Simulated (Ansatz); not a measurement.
# CH5BClNO (SMILES NB(Cl)CO) at RPA@PBE0/6-31G(d) (spherical functions)

Aim: the vertical ionisation energy of CH5BClNO at RPA@PBE0/6-31G* (spherical functions), from 2 runs. 

The calculation is run with Ansatz 0.2.0.

141 further runs of the same task are left out: 141 set aside as unsound or not needed.

### 1 The structure to begin with

CH5BClNO: 10 atoms, total charge 0, spin state singlet. SMILES: `NB(Cl)CO`. The shape is that of a PBE0-D4/def2-TZVP optimisation. This is a higher conformer, about 10 kJ/mol above the lowest found by a separate search.

Bond lengths: N1–B2 1.386 Å, B2–Cl3 1.784 Å, B2–C4 1.577 Å, C4–O5 1.413 Å, N1–H6 1.005 Å, N1–H7 1.006 Å, C4–H8 1.096 Å, C4–H9 1.105 Å, O5–H10 0.962 Å. Some angles: N1–B2–Cl3 118.3°, N1–B2–C4 123.5°, Cl3–B2–C4 118.2°, B2–C4–O5 116.0°, B2–N1–H6 123.2°, B2–N1–H7 122.4°, B2–C4–H8 109.8°, B2–C4–H9 107.4°, O5–C4–H8 107.3°, O5–C4–H9 110.4°.

### 2 The energy at RPA@PBE0/6-31G(d) (spherical functions)

in.yaml reads:

```yaml
crystal:
  periodic: [false, false, false]
  atoms:
    - {symbol: "N", position_ang: [-1.481300, 0.770100, 0.263800]}
    - {symbol: B, position_ang: [-0.131200, 0.458300, 0.272600]}
    - {symbol: Cl, position_ang: [0.978400, 1.531400, 1.166200]}
    - {symbol: C, position_ang: [0.484800, -0.764800, -0.509200]}
    - {symbol: O, position_ang: [1.724500, -1.243900, -0.030200]}
    - {symbol: H, position_ang: [-1.860400, 1.585400, 0.713900]}
    - {symbol: H, position_ang: [-2.164100, 0.196600, -0.201200]}
    - {symbol: H, position_ang: [-0.217400, -1.606600, -0.495200]}
    - {symbol: H, position_ang: [0.570000, -0.469000, -1.570200]}
    - {symbol: H, position_ang: [2.179800, -0.508700, 0.392200]}
basis:
  gaussian:
    orbitals: 6-31G_st_-spherical.json
hamiltonian:
  xc: pbe0
correlation:
  method: rpa
  frozen_orbitals: {B: 1, C: 1, Cl: 5, H: 0, "N": 1, O: 1}
accuracy: high
```

The basis set 6-31G* is read from a file made from the Basis Set Exchange's data (not shown).

On the command line:

```console
$ ansatz run in.yaml --threads 1 --pin off --max-ram 3480MiB --events-out events.jsonl --progress --plain --runs-dir runs
```

Log:

```text
Warning: RAYON_NUM_THREADS=1 ignored (pool sized by the plan → 1); use --threads N
Functional definition: PBE0
  name "PBE0"
  parameter a = 0.25
  parameter kappa = 0.804
  parameter beta = 0.06672455060314922
  exchange = (1 - a)*pbe_x(kappa = kappa, mu = beta*pi^2/3) + a*exact_x
  correlation = pbe_c(beta = beta)
1985 factors; integrals over basis functions are off by at most 4.5e-9 eV
mean field evaluation 1: about -17838.9611 eV, gradient 5.8e1 eV
mean field evaluation 2: about -17839.2142 eV, gradient 5.8e1 eV
mean field evaluation 4: about -17845.5041 eV, gradient 7.7e0 eV
mean field evaluation 8: about -17845.6581 eV, gradient 5.6e-1 eV
mean field evaluation 16: about -17845.6589 eV, gradient 1.8e-4 eV
mean field -17845.65889587 eV, -655.8158682011 hartree, gradient 3.3e-8 eV, S^2 0.000000; 0 other end points of the search recorded, 0 dependent functions left out
9 core orbitals not correlated: weight in the atoms' cores, before any rotation towards them, 1.000 or more for the frozen orbitals, at most 0.000 for the correlated occupied ones
reference -17804.76362449 eV, -654.3129946979 hartree; 15, 15 occupied and 60, 60 virtual orbitals, 1985 factors
Total energy: -17830.74924156 eV, -655.2679485114 hartree
```

It took 12 s on 1 thread of Arm Neoverse V2, shared host; peak memory 0.29 GiB.

### 3 The doublet cation at the same level

job.yaml reads:

```yaml
basis:
  gaussian:
    orbitals: 6-31G_st_-spherical.json
crystal:
  periodic: [false, false, false]
  atoms:
    - {symbol: "N", position_ang: [-1.481300, 0.770100, 0.263800]}
    - {symbol: B, position_ang: [-0.131200, 0.458300, 0.272600]}
    - {symbol: Cl, position_ang: [0.978400, 1.531400, 1.166200]}
    - {symbol: C, position_ang: [0.484800, -0.764800, -0.509200]}
    - {symbol: O, position_ang: [1.724500, -1.243900, -0.030200]}
    - {symbol: H, position_ang: [-1.860400, 1.585400, 0.713900]}
    - {symbol: H, position_ang: [-2.164100, 0.196600, -0.201200]}
    - {symbol: H, position_ang: [-0.217400, -1.606600, -0.495200]}
    - {symbol: H, position_ang: [0.570000, -0.469000, -1.570200]}
    - {symbol: H, position_ang: [2.179800, -0.508700, 0.392200]}
total_charge: 1
magnetization:
  spin_polarized: true
  initial_magnetization: 1
hamiltonian:
  xc: {name: PBE0}
correlation:
  method: rpa
  frozen_orbitals: {B: 1, C: 1, Cl: 5, H: 0, "N": 1, O: 1}
accuracy: high
```

The basis set 6-31G* is read from a file made from the Basis Set Exchange's data (not shown).

On the command line:

```console
$ ansatz run job.yaml --threads 1 --pin off --max-ram 3480MiB --events-out events.jsonl --progress --plain --runs-dir runs
```

Log:

```text
Warning: RAYON_NUM_THREADS=1 ignored (pool sized by the plan → 1); use --threads N
[... 7 set-up lines as earlier in the session ...]
1983 factors; integrals over basis functions are off by at most 4.5e-9 eV
mean field evaluation 1: about -17820.0362 eV, gradient 5.8e1 eV
mean field evaluation 2: about -17820.0700 eV, gradient 5.8e1 eV
mean field evaluation 4: about -17834.5368 eV, gradient 1.6e1 eV
mean field evaluation 8: about -17835.9073 eV, gradient 1.1e0 eV
mean field evaluation 16: about -17835.9333 eV, gradient 1.5e-2 eV
mean field evaluation 32: about -17835.9333 eV, gradient 1.1e-6 eV
mean field evaluation 64: about -17810.8362 eV, gradient 4.5e1 eV
mean field -17835.93331240 eV, -655.4584596009 hartree, gradient 9.5e-8 eV, S^2 0.758054; 4 other end points of the search recorded, 0 dependent functions left out
9 core orbitals not correlated: weight in the atoms' cores, before any rotation towards them, 1.000 or more for the frozen orbitals, at most 0.000 for the correlated occupied ones
reference -17794.46073985 eV, -653.9343706708 hartree; 15, 14 occupied and 60, 61 virtual orbitals, 1983 factors
Total energy: -17821.16877558 eV, -654.9158728804 hartree
```

Run time: 30 s. Hardware: 1 thread of Arm Neoverse V2, shared host; peak memory 0.58 GiB.

### 4 Outcome

At RPA@PBE0/6-31G* (spherical functions), 9 core orbitals frozen:

| quantity | value |
| --- | --- |
| singlet CH5BClNO: total energy | -655.26795 Eh |
| singlet CH5BClNO: RPA correlation energy (valence) | -955.0 mEh |
| doublet cation: total energy | -654.91587 Eh |
| doublet cation: RPA correlation energy (valence) | -981.5 mEh |
| doublet cation: ⟨S²⟩ of the reference determinant | 0.758 |
| vertical ionisation energy (to the doublet cation) | 9.580 eV |

What this shows: The vertical ionisation energy comes to 9.58 eV (924 kJ/mol).
